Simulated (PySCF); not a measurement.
# BH6NSi: the cost of one run

Programs: PySCF 2.14.0. All values are calculated, for the isolated system unless a continuum is named. Atoms count from 0, parts from 1.

### Step 1. The system as given

Each species was relaxed by itself at PBE0-D3(BJ)/def2-SVPD.

### Step 2. Energies of the species: wB97M-D3(BJ)/def2-TZVPD

Job settings and geometry (Å):

```
{"job": {"kind": "react", "xc": "wB97M-D3(BJ)", "basis": "def2-TZVPD"}, "charge": 0, "multiplicity": 1}
-1 H5NSi charge 0 multiplicity 1
Si    -0.151730    -0.002800    -0.654440
N      0.319500    -0.127950     1.014000
H     -1.114410     1.102930    -0.973850
H     -0.799980    -1.289670    -1.042060
H      1.082900     0.228700    -1.459770
H      0.950150     0.549620     1.421000
H     -0.329070    -0.480690     1.704960

-1 BH3 charge 0 multiplicity 1
B      0.001250    -0.000280     0.000180
H     -0.646740    -1.011450     0.086070
H      0.832880     0.110260    -0.863490
H     -0.182700     0.900500     0.777670

+1 BH6NSi charge 0 multiplicity 1
Si     0.391470     0.055990     1.211510
N     -0.034290     0.481030    -0.448180
B     -0.551380    -0.375260    -1.429440
H     -0.527410     0.728230     2.178000
H      0.282540    -1.420900     1.337440
H      1.782840     0.510950     1.505230
H      0.102140     1.450250    -0.717180
H     -0.808440     0.057860    -2.526930
H     -0.730430    -1.538260    -1.156680

+1 H2 charge 0 multiplicity 1
H      0.380150     0.008910     0.006290
H     -0.380150    -0.008910    -0.006290
```

Level: wB97M-D3(BJ)/def2-TZVPD reaction energy of separated species, gas phase.

The run is started by

```sh
OMP_NUM_THREADS=1 python cluster_run.py task.json out
```

The driver reads the jobs from task.json and runs them one after another.

**Question.** How long does this first job take on 1 thread of Arm Neoverse V1, shared host, and how much memory does it need?

About 17 s, with a peak of 0.59 GiB.
